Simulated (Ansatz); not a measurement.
# Li (Lithium): a relaxation

Aim: a sound relaxation of Li (Lithium).

Method: DFT, r2SCAN, PAW with Ansatz's default frozen-core files, scalar-relativistic; relaxation of cell and atoms, in Ansatz 0.2.0.

### 1 Starting point

Symmetry: Fm-3m, No. 225, cubic system. Conventional cell: a = 4.404 Å, b = 4.404 Å, c = 4.404 Å, α = 90.00°, β = 90.00°, γ = 90.00°. Around Li (site symmetry m-3m) lie 12 Li at 3.11 Å.

Coordinates:

```cif
data_structure
_symmetry_space_group_name_H-M 'Fm-3m'
_symmetry_Int_Tables_number 225
_cell_length_a 4.4040
_cell_length_b 4.4040
_cell_length_c 4.4040
_cell_angle_alpha 90.000
_cell_angle_beta 90.000
_cell_angle_gamma 90.000
_cell_volume 85.42
loop_
_atom_site_label
_atom_site_type_symbol
_atom_site_symmetry_multiplicity
_atom_site_Wyckoff_symbol
_atom_site_fract_x
_atom_site_fract_y
_atom_site_fract_z
_atom_site_occupancy
Li1 Li 4 a 0.00000 0.00000 0.00000 1
```

### 2 The calculation

File input.yaml:

```yaml
crystal:
  lattice:
    - [0.0, 2.202, 2.202]
    - [2.202, 0.0, 2.202]
    - [2.202, 2.202, 0.0]
  atoms:
    - { symbol: Li, position: [0.0, 0.0, 0.0] }
kpoints:
  mp_grid: { grid: [20, 20, 20] }
scf:
  occupations: { method: fermi_dirac, width: 0.08 }
  max_iter: 50
hamiltonian:
  xc: r2scan
  pseudopotentials: { kind: paw }
relax:
  f_tol: 0.002
  max_steps: 80
  cell: {}
  max_displacement: 2.0
output:
  forces: true
  stress: true
  write_density: true
  write_potential: true
  elf: true
  volumetric_format: npy
```

Launch:

```console
ansatz run input.yaml --threads 2 --pin off --max-ram 10240MiB --backend cpu --events-out ev --progress --plain --runs-dir out
```

The program printed:

```text
Engine: ansatz 0.2.0
Pseudopotentials: kind: paw
Pseudopotential: Li, paw, valence charge 3, recommended cutoff 500 eV (meta_gga), Li.paw.azcp
Functional definition: r2SCAN
  parameter k0 = 0.174
  parameter k1 = 0.065
  parameter a1 = 4.9479
  exchange = r2scan_x(k0 = k0, k1 = k1, a1 = a1)
  correlation = r2scan_c
Crystal: 1 atoms, lattice volume = 21.354 Å³
Basis set: ecut = 500 eV, 537 PW (Γ), exchange–correlation on 96×96×96 points (64 copies of the dense FFT grid, shifted against one another)
Bands: 6, of which v1, the nominal top of the filled ones, is band 2 counted from 1 (1 counted from 0)
Symmetry: 48 space group operations
Space group: Fm-3m (ITA 225), of the structure as read, at distance tolerance 2.8e-5 Å
k-points: 256 of 8000
Non-local potential: Li, projectors of the file, l = 0: 3, l = 1: 2, l = 2: 1
PAW form: soft (Blöchl's): semilocal exchange-correlation on the pseudo side does not see the compensation charge
PAW one-centre angular grid: Li, 302 points (default); XC on 327 of its mesh's 2665 points in the sphere
Initial density: superposition of atomic densities (neutral atoms: chi_scale 0, normalization atom), corrected by the library's trained network
Initial wavefunctions: pseudopotential atomic-orbital guess
Functional: x = r2scan, c = r2scan; τ floored in thin density (d = 2e-4 eV/Å³)
SCF iter   1: F=—  HF=-205.139910 eV  |F-HF|=—  |Δ(HF+E_count)|=         —  Δρ=2.23e-3  dr2=2.98e-4  dr2_τ=2.98e-4  ethr=1.77e-3  ⟨swp⟩=5.2  Hψ=12618  notcnv=0
preconditioner: auto → none  [metal: Δε(μ)=0.050 eV  Ē_g=11.020 eV  σ=0.080 eV  W_gap=0.15  n_scr=0 (ndim 8)  ℏωp=8.0 eV  f_vac=0.000  D(μ)=0.44/eV (n_scr^D=0)]
SCF iter   2: F=—  HF=-205.139794 eV  |F-HF|=—  |Δ(HF+E_count)|=   1.16e-4  Δρ=1.05e-3  dr2=7.46e-5  dr2_τ=6.72e-6  ethr=9.95e-6  ⟨swp⟩=2.0  Hψ=5101  notcnv=0  defer=19
SCF iter   3: F=—  HF=-205.139803 eV  |F-HF|=—  |Δ(HF+E_count)|=   8.35e-6  Δρ=5.19e-5  dr2=3.44e-7  dr2_τ=1.47e-7  ethr=2.49e-6  ⟨swp⟩=2.0  Hψ=1919  notcnv=0  defer=19
iter 4 did not close the SCF: its close was put off for the readings that it lacked (scf_convergence_deferred on its scf_iter line)
SCF iter   4: F=-205.139805 eV  HF=-205.139805 eV  |F-HF|=1.60e-8  |Δ(HF+E_count)|=   2.34e-6  Δρ=1.32e-5  dr2=1.01e-8  dr2_τ=1.82e-9  ethr=1.15e-8  ⟨swp⟩=2.0  Hψ=1937  notcnv=0  defer=19
iter 5 did not close the SCF: its close was put off for the readings that it lacked (scf_convergence_deferred on its scf_iter line)
SCF iter   5: F=-205.139805 eV  HF=-205.139805 eV  |F-HF|=3.55e-10  |Δ(HF+E_count)|=   1.30e-8  Δρ=1.60e-6  dr2=1.31e-10  dr2_τ=4.68e-11  ethr=3.37e-10  ⟨swp⟩=2.6  Hψ=1953  notcnv=0  defer=19
SCF iter   6: F=-205.139805 eV  HF=-205.139805 eV  |F-HF|=8.24e-13  |Δ(HF+E_count)|=  3.81e-10  Δρ=7.96e-8  dr2=3.86e-13  dr2_τ=2.27e-14  ethr=4.35e-12  ⟨swp⟩=2.5  Hψ=4763  notcnv=0
SCF 1 converged in 6 iterations: F = -205.139805 eV  dr2 = 3.86e-13
relax step   1: F+E_penalty+E_count = -205.13980491 eV  Δ(F+E_penalty+E_count) = +0.000e0 eV  max|allowed force component| = 0.000e0 eV/Å  Δτ_max = 0.0000 Å  P = -0.225 GPa  Ω = 21.354 Å³  (6 SCF iters, accepted)
Crystal: 1 atoms, lattice volume = 21.191 Å³
Initial density: handed on by an earlier stage of this run
Initial wavefunctions: those handed on with the density
iter 1 solved again at ethr=1.12e-8 eV; its pass at ethr=3.10e-3 eV (dr2=3.35e-7 eV) is discarded
SCF iter   1: F=—  HF=-205.139951 eV  |F-HF|=—  |Δ(HF+E_count)|=         —  Δρ=3.57e-5  dr2=3.49e-7  dr2_τ=4.68e-6  ethr=1.12e-8  ⟨swp⟩=2.1  Hψ=15116  notcnv=0
preconditioner: auto → none  [metal: Δε(μ)=0.049 eV  Ē_g=11.147 eV  σ=0.080 eV  W_gap=0.15  n_scr=0 (ndim 8)  ℏωp=8.1 eV  f_vac=0.000  D(μ)=0.44/eV (n_scr^D=0)]
SCF iter   2: F=-205.139989 eV  HF=-205.139989 eV  |F-HF|=1.52e-7  |Δ(HF+E_count)|=   3.78e-5  Δρ=1.93e-5  dr2=8.62e-8  dr2_τ=3.52e-9  ethr=3.33e-9  ⟨swp⟩=4.6  Hψ=5703  notcnv=0
SCF 2 converged in 2 iterations: F = -205.139989 eV  dr2 = 8.62e-8
relax step   2: F+E_penalty+E_count = -205.13998897 eV  Δ(F+E_penalty+E_count) = -1.841e-4 eV  max|allowed force component| = 0.000e0 eV/Å  Δτ_max = 0.0000 Å  P = -0.129 GPa  Ω = 21.191 Å³  energy of the carried Pulay correction = +3.626e-6 eV  (2 SCF iters, dr2 threshold 1.00e-7 eV, accepted)
Crystal: 1 atoms, lattice volume = 20.975 Å³
Basis set: ecut = 500 eV, 531 PW (Γ), exchange–correlation on 96×96×96 points (64 copies of the dense FFT grid, shifted against one another)
iter 1 solved again at ethr=3.89e-8 eV; its pass at ethr=3.10e-3 eV (dr2=1.17e-6 eV) is discarded
SCF iter   1: F=—  HF=-205.140006 eV  |F-HF|=—  |Δ(HF+E_count)|=         —  Δρ=6.71e-5  dr2=1.20e-6  dr2_τ=8.47e-6  ethr=3.89e-8  ⟨swp⟩=2.1  Hψ=15159  notcnv=0
preconditioner: auto → none  [metal: Δε(μ)=0.045 eV  Ē_g=11.218 eV  σ=0.080 eV  W_gap=0.14  n_scr=0 (ndim 8)  ℏωp=8.1 eV  f_vac=0.000  D(μ)=0.44/eV (n_scr^D=0)]
SCF iter   2: F=—  HF=-205.140081 eV  |F-HF|=—  |Δ(HF+E_count)|=   7.52e-5  Δρ=3.62e-5  dr2=2.99e-7  dr2_τ=8.61e-9  ethr=3.89e-8  ⟨swp⟩=2.0  Hψ=1969  notcnv=0
SCF iter   3: F=-205.140081 eV  HF=-205.140081 eV  |F-HF|=5.62e-8  |Δ(HF+E_count)|=   4.51e-7  Δρ=5.59e-6  dr2=1.91e-9  dr2_τ=3.85e-9  ethr=1.39e-9  ⟨swp⟩=4.1  Hψ=5502  notcnv=0
SCF 3 converged in 3 iterations: F = -205.140081 eV  dr2 = 1.91e-9
relax step   3: F+E_penalty+E_count = -205.14008149 eV  Δ(F+E_penalty+E_count) = -9.253e-5 eV  max|allowed force component| = 0.000e0 eV/Å  Δτ_max = 0.0000 Å  P = +0.001 GPa  Ω = 20.975 Å³  energy of the carried Pulay correction = +8.489e-6 eV  (3 SCF iters, dr2 threshold 4.17e-8 eV, accepted)
Initial wavefunctions: pseudopotential atomic-orbital guess (no wavefunctions were taken with the density)
iter 1 solved again at ethr=1.02e-9 eV; its pass at ethr=3.10e-3 eV (dr2=3.07e-8 eV) is discarded
SCF iter   1: F=—  HF=-205.140073 eV  |F-HF|=—  |Δ(HF+E_count)|=         —  Δρ=5.27e-6  dr2=1.54e-9  dr2_τ=1.28e-9  ethr=1.02e-9  ⟨swp⟩=3.0  Hψ=17418  notcnv=0
preconditioner: auto → none  [metal: Δε(μ)=0.044 eV  Ē_g=11.221 eV  σ=0.080 eV  W_gap=0.14  n_scr=0 (ndim 8)  ℏωp=8.1 eV  f_vac=0.000  D(μ)=0.44/eV (n_scr^D=0)]
SCF iter   2: F=—  HF=-205.140073 eV  |F-HF|=—  |Δ(HF+E_count)|=   3.02e-8  Δρ=2.13e-6  dr2=2.98e-10  dr2_τ=2.19e-11  ethr=5.14e-11  ⟨swp⟩=2.0  Hψ=1963  notcnv=0
SCF iter   3: F=-205.140073 eV  HF=-205.140073 eV  |F-HF|=8.98e-12  |Δ(HF+E_count)|=  2.42e-11  Δρ=2.12e-7  dr2=5.00e-12  dr2_τ=4.99e-13  ethr=1.00e-12  ⟨swp⟩=2.9  Hψ=5061  notcnv=0
SCF 4 converged in 3 iterations: F = -205.140073 eV  dr2 = 5.00e-12
relax step   4: F+E_penalty+E_count = -205.14007266 eV  Δ(F+E_penalty+E_count) = +8.832e-6 eV  max|allowed force component| = 0.000e0 eV/Å  Δτ_max = 0.0000 Å  P = +0.001 GPa  Ω = 20.975 Å³  stress off target by 1.27e-3 GPa  SCF on the basis re-selected at this cell (its energy is not comparable with the rows above)  (3 SCF iters)
basis re-selected at this cell: Δ(F+E_penalty+E_count) = +8.832e-6 eV, ΔP = +0.000 GPa vs the last step (what re-selecting the basis moved, of the pressure what is left beyond the Pulay correction that the steps carried, after the strain that the cell walked since its last selection, with what the two solves' SCF thresholds leave and, on support functions, any second-order correction that the steps lacked; it is no measure of the basis error at this ecutwfc). This SCF's stress stands 1.27e-3 GPa from its target on what of the cell is left free (relax.cell.stress_tol is 5.00e-2 GPa) and its largest allowed force component is 0.00e0 eV/Å (relax.f_tol is 2.00e-3 eV/Å): within both
SCF converged after 3 iterations
Free energy (F): -205.140073 eV
Harris-Foulkes:  -205.140073 eV  (|F-HF|=8.98e-12)
Internal energy: -205.130792 eV  (E = F + TS)
E sigma→0 (E₀):  -205.135432 eV
Entropy (-TS):   -0.009281 eV (-9.281 meV/atom)
Fermi energy:    0.967021 eV
--- Per-component energies (eV) ---
  E_band       = -94.888546
  E_kinetic    = 21.132804
  E_local      = -133.306429  (includes V_loc(G=0)·N_el)
  E_nonlocal   = -33.327562
  E_hartree    = 39.641927
  E_xc         = -9.590304
  E_vxc        = -13.664626  (∫ρ·V_xc dr)
  E_paw        = -21.817218  (= ΣΔE_a)
  E_vpaw       = -15.834363  (= ΣTr[D̂ρ^β])
  E_aug_tail   = -0.000101  (compensation charges beyond the density's cutoff)
  E_vtau       = 0.827883  (kinetic-family band-sum trace: ∫τ·v_τ [+ j·A + Jᵃ·Aᵃ] dr)
  E_ewald      = -67.863909
  E_smearing   = -0.009281  (= −TS)
  E_closure    = -0.000000  (closes the sum)
  Σ components = -205.140073   (vs F -205.140073, Δ=0.00e0)
--- Forces (eV/Å), atoms counted from 1 ---
  atom   1  Li     0.00000000     0.00000000    -0.00000000
  max |Σ_I F_I| component: 6.57e-32 eV/Å
--- Stress (GPa, compression-positive) ---
        0.001269       0.000000       0.000000
        0.000000       0.001269       0.000000
        0.000000      -0.000000       0.001269
  P = ⅓ Tr σ = 0.0013 GPa (0.013 kbar)
--- Band table (eV; the first three rows and the last of 256) ---
  k-point 0: bands = ["-47.1892", "-2.9165", "16.5002", "16.5002", "16.5002", "19.9764"]
  k-point 1: bands = ["-47.1888", "-2.8676", "15.8742", "16.3680", "16.3680", "19.4850"]
  k-point 2: bands = ["-47.1876", "-2.7212", "14.4261", "16.0563", "16.0563", "19.3344"]
  k-point 255: bands = ["-47.1671", "4.7144", "4.7144", "5.5961", "10.1799", "19.1744"]
--- Relaxed structure (3 steps of the walk, 3 accepted, 1 SCFs on fresh bases) ---
  F+E_penalty+E_count = -205.14007266 eV   max|allowed force component| = 0.000e0 eV/Å   (the final SCF, on the basis selected at the relaxed cell)
  cell:  # Å, volume = 20.9747 Å³
    - [2.675070317270185e-34, 2.188878846427116, 2.188878846427116]
    - [2.188878846427116, 6.623983642764266e-34, 2.188878846427116]
    - [2.188878846427116, 2.188878846427116, -3.821529024671703e-35]
  atoms:
    - { symbol: Li, position: [0.0, 0.0, 0.0] }
```

Run time: 4.5 s. Hardware: 2 threads of Intel Xeon Platinum 8488C (Sapphire Rapids), shared host; peak memory 0.41 GiB.

### 3 A second look at the input

The run converged and reported no error. That alone doesn't make the input a sound one.

Look at the input: relax.max_displacement is 2.0. What could go wrong: steps too long. The run converged, but that does not make its result sound.

The test: delete relax.max_displacement (the default then holds).

### 4 A check with that setting changed

Other changes include scf.max_iter.

Changes to input.yaml since step 2:

```diff
@@ -11,3 +11,2 @@
   occupations: { method: fermi_dirac, width: 0.08 }
-  max_iter: 50
 hamiltonian:
@@ -19,3 +18,2 @@
   cell: {}
-  max_displacement: 2.0
 output:
```

Launch:

```console
ansatz run input.yaml --threads 2 --pin off --max-ram 10240MiB --backend cpu --events-out ev --progress --plain --runs-dir out
```

From the output:

```text
[...]
Basis set: ecut = 500 eV, 537 PW (Γ), exchange–correlation on 96×96×96 points (64 copies of the dense FFT grid, shifted against one another)
[...]
k-points: 256 of 8000
[...]
SCF iter   1: F=—  HF=-205.139910 eV  |F-HF|=—  |Δ(HF+E_count)|=         —  Δρ=2.23e-3  dr2=2.98e-4  dr2_τ=2.98e-4  ethr=1.77e-3  ⟨swp⟩=5.2  Hψ=12618  notcnv=0
preconditioner: auto → none  [metal: Δε(μ)=0.050 eV  Ē_g=11.020 eV  σ=0.080 eV  W_gap=0.15  n_scr=0 (ndim 8)  ℏωp=8.0 eV  f_vac=0.000  D(μ)=0.44/eV (n_scr^D=0)]
SCF iter   2: F=—  HF=-205.139794 eV  |F-HF|=—  |Δ(HF+E_count)|=   1.16e-4  Δρ=1.05e-3  dr2=7.46e-5  dr2_τ=6.72e-6  ethr=9.95e-6  ⟨swp⟩=2.0  Hψ=5101  notcnv=0  defer=19
[...]
relax step   1: F+E_penalty+E_count = -205.13980491 eV  Δ(F+E_penalty+E_count) = +0.000e0 eV  max|allowed force component| = 0.000e0 eV/Å  Δτ_max = 0.0000 Å  P = -0.225 GPa  Ω = 21.354 Å³  (6 SCF iters, accepted)
[...]
relax step   2: F+E_penalty+E_count = -205.13998897 eV  Δ(F+E_penalty+E_count) = -1.841e-4 eV  max|allowed force component| = 0.000e0 eV/Å  Δτ_max = 0.0000 Å  P = -0.129 GPa  Ω = 21.191 Å³  energy of the carried Pulay correction = +3.626e-6 eV  (2 SCF iters, d
[...]
Basis set: ecut = 500 eV, 531 PW (Γ), exchange–correlation on 96×96×96 points (64 copies of the dense FFT grid, shifted against one another)
[...]
relax step   3: F+E_penalty+E_count = -205.14008149 eV  Δ(F+E_penalty+E_count) = -9.253e-5 eV  max|allowed force component| = 0.000e0 eV/Å  Δτ_max = 0.0000 Å  P = +0.001 GPa  Ω = 20.975 Å³  energy of the carried Pulay correction = +8.489e-6 eV  (3 SCF iters, d
[...]
SCF iter   2: F=—  HF=-205.140073 eV  |F-HF|=—  |Δ(HF+E_count)|=   3.02e-8  Δρ=2.13e-6  dr2=2.98e-10  dr2_τ=2.19e-11  ethr=5.14e-11  ⟨swp⟩=2.0  Hψ=1963  notcnv=0
SCF iter   3: F=-205.140073 eV  HF=-205.140073 eV  |F-HF|=8.98e-12  |Δ(HF+E_count)|=  2.42e-11  Δρ=2.12e-7  dr2=5.00e-12  dr2_τ=4.99e-13  ethr=1.00e-12  ⟨swp⟩=2.9  Hψ=5061  notcnv=0
[...]
relax step   4: F+E_penalty+E_count = -205.14007266 eV  Δ(F+E_penalty+E_count) = +8.832e-6 eV  max|allowed force component| = 0.000e0 eV/Å  Δτ_max = 0.0000 Å  P = +0.001 GPa  Ω = 20.975 Å³  stress off target by 1.27e-3 GPa  SCF on the basis re-selected at this
[...]
SCF converged after 3 iterations
Free energy (F): -205.140073 eV
[...]
E sigma→0 (E₀):  -205.135432 eV
[...]
Fermi energy:    0.967021 eV
[...]
  P = ⅓ Tr σ = 0.0013 GPa (0.013 kbar)
[...]
--- Relaxed structure (3 steps of the walk, 3 accepted, 1 SCFs on fresh bases) ---
[...]
```

It took 4.9 s on 2 threads of Intel Xeon Platinum 8488C (Sapphire Rapids), shared host; peak memory 0.41 GiB.

The maps below are laid out on this run's own conventional cell (a, b, c = 4.378, 4.378, 4.378 Å).

Density in a lattice plane of the grid's cell (edges 4.38 and 4.38 Å, at 0.000 of the third edge), which holds Li.

Ten even steps from '0' (0.05 e/Å³) to '9' (9.50 e/Å³):
```
652000000000000000000025
210000000000000000000001
000000000000000000000000
000000000000000000000000
000000000000000000000000
000000000000000000000000
000000000000000000000000
000000000001210000000000
000000000025652000000000
000000000037973000000000
000000000025652000000000
000000000001210000000000
000000000000000000000000
000000000000000000000000
000000000000000000000000
000000000000000000000000
000000000000000000000000
210000000000000000000001
652000000000000000000025
973000000000000000000037
```
Columns run along the first of these edges and rows up along the second, over one cell in 24 and 20 even steps from the bottom left corner. Atoms in the plane (fractional): Li at (0.00, 0.00), Li at (0.50, 0.50).

ELF in the same plane.

Ten even steps from '0' (0.02) to '9' (1.00):
```
998200245666666654200279
773000256666666664200036
100002456666666665420000
000123555554445555532100
122345554322122345554322
445555532100000123555554
666665420000100002456666
666665200037763000246666
666654200289997200245666
666654100399999300145666
666654200279998200245666
666664200036773000256666
666665420000100002456666
445555532100000123555554
122345554322122345554322
000123555554445555532100
100002456666666665420000
763000246666666665200037
997200245666666654200289
999300145666666654100399
```
Columns run along the first of these edges and rows up along the second, over one cell in 24 and 20 even steps from the bottom left corner. Atoms in the plane (fractional): Li at (0.00, 0.00), Li at (0.50, 0.50).

Both are smooth fields of the valence electrons: close to the nuclei they are not physical.

Outside the cores ELF peaks at 0.70 between the atoms, 2.2 Å from Li.

| run | ending | energy change | pressure (GPa) | gap (eV) | force (eV/Å) | cycles | time |
| --- | --- | --- | --- | --- | --- | --- | --- |
| first try | converged | 0.0 meV/atom | 0.0 | 0.00 | 0.00 | 14 | 4.5 s |
| second try | converged | 0 | 0.0 | 0.00 | 0.00 | 14 | 4.9 s |

### 5 Outcome

| quantity | value |
| --- | --- |
| first try | converged |
| setting under test | max_displacement 2.0 |
| second try | converged |
| energy (zero set by the potentials) | -205.1401 eV |
| pressure | 0.00 GPa |
| gap on the mesh | none (metal on this mesh) |
| largest force | 0.000 eV/Å |

What this shows: Both runs end at the same energy: the doubtful setting did not spoil the result here.
